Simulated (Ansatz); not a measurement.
# CH₈OSi₂: a ladder of functionals and wavefunction methods

An exercise on one series of results from a longer session: the logs are not shown, and one member is left open.

The runs use Ansatz 0.2.0, Gaussian basis; functionals in def2-TZVPP, the program's frozen cores in correlated methods.

Levels to be run: PBE-D4, r2SCAN-D4, PBE0-D4, B3LYP-D4, ωB97X-V, ωB97M-V, B2PLYP; CCSD(T)/def2-TZVPP; MP2/def2-QZVPP; extrapolation to the limit.

### The relaxed structure

All runs share one geometry, relaxed beforehand with PBE0-D4 in a triple-zeta def2 set.

SMILES `C[SiH2][SiH2]O`, 12 atoms, charge 0, spin multiplicity 1.

Atoms are counted from 1 here; the program's logs count them from 0.

Bond lengths: C1–Si2 1.878 Å, C1–H5 1.092 Å, C1–H6 1.092 Å, C1–H7 1.092 Å, Si2–Si3 2.348 Å, Si2–H8 1.491 Å, Si2–H9 1.494 Å, Si3–O4 1.656 Å, Si3–H10 1.495 Å, Si3–H11 1.486 Å, O4–H12 0.958 Å. Angles: Si2–C1–H5 110.9°, Si2–C1–H6 110.7°, Si2–C1–H7 110.8°, H5–C1–H6 108.2°, H5–C1–H7 108.1°, H6–C1–H7 108.1°, C1–Si2–Si3 111.4°, C1–Si2–H8 110.3°, C1–Si2–H9 109.9°, Si3–Si2–H8 109.8°, Si3–Si2–H9 108.3°, H8–Si2–H9 106.9°, Si2–Si3–O4 112.9°, Si2–Si3–H10 108.5°, Si2–Si3–H11 111.2°, O4–Si3–H10 111.1°, O4–Si3–H11 105.3°, H10–Si3–H11 107.6° and more.

As a file:

```xyz
12
CH8OSi2
C    -1.36395    1.51379   -0.14888
Si   -0.39278    0.19438    0.76989
Si    0.92956   -1.07520   -0.69755
O     1.86913   -2.19168    0.08493
H    -0.69282    2.18645   -0.68720
H    -1.95880    2.11032    0.54613
H    -2.04333    1.06023   -0.87395
H    -1.31855   -0.70145    1.52040
H     0.50657    0.83285    1.77785
H     1.76796   -0.14114   -1.51006
H     0.08838   -1.85945   -1.63845
H     2.42654   -1.87419    0.79629
```

The first run:

in.yaml reads:

```yaml
crystal:
  periodic: [false, false, false]
  atoms:
    - {symbol: C, position_ang: [-1.363946, 1.513788, -0.148883]}
    - {symbol: Si, position_ang: [-0.392778, 0.194380, 0.769885]}
    - {symbol: Si, position_ang: [0.929558, -1.075203, -0.697546]}
    - {symbol: O, position_ang: [1.869130, -2.191684, 0.084927]}
    - {symbol: H, position_ang: [-0.692820, 2.186447, -0.687198]}
    - {symbol: H, position_ang: [-1.958805, 2.110324, 0.546132]}
    - {symbol: H, position_ang: [-2.043332, 1.060230, -0.873951]}
    - {symbol: H, position_ang: [-1.318548, -0.701451, 1.520404]}
    - {symbol: H, position_ang: [0.506566, 0.832851, 1.777848]}
    - {symbol: H, position_ang: [1.767956, -0.141141, -1.510057]}
    - {symbol: H, position_ang: [0.088379, -1.859447, -1.638447]}
    - {symbol: H, position_ang: [2.426539, -1.874193, 0.796285]}
basis:
  gaussian: {orbitals: def2-TZVPP}
hamiltonian: {xc: pbe, dispersion: d4}
output: {forces: true, orbitals: {seedname: orbitals}}
```

Among the steps run: PBE-D4 (GGA); r2SCAN-D4 (meta-GGA); PBE0-D4 (hybrid); B3LYP-D4 (hybrid); ωB97X-V (range-separated); ωB97M-V (range-separated); B2PLYP (double hybrid); CCSD(T) in def2-TZVPP; MP2 in def2-QZVPP.

One table of the session follows, with a row left open; its other results are not shown here.

```
            method  atomisation energy (kJ/mol)
            PBE-D4                       4074.3
         r2SCAN-D4                       4076.7
           PBE0-D4                       4040.4
          B3LYP-D4                       4071.1
           ωB97X-V                       4097.1
           ωB97M-V                       4080.4
            B2PLYP                       4025.1
     HF/def2-TZVPP                       3063.9
    MP2/def2-TZVPP                       3993.3
   CCSD/def2-TZVPP                       3942.3
CCSD(T)/def2-TZVPP                       3983.3
           MP2/CBS                            ?
       CCSD(T)/CBS                       4087.6
```

Q: Estimate the row for MP2/CBS from the others.

As computed: atomisation energy (kJ/mol): 4097.6. In the column «atomisation energy (kJ/mol)» it is the highest.

Limits of these values: Free atoms (1 C, 2 Si, 1 O, 8 H) were run apart at each level; the atomisation energy is their sum less the molecule, without zero-point or spin-orbit terms.
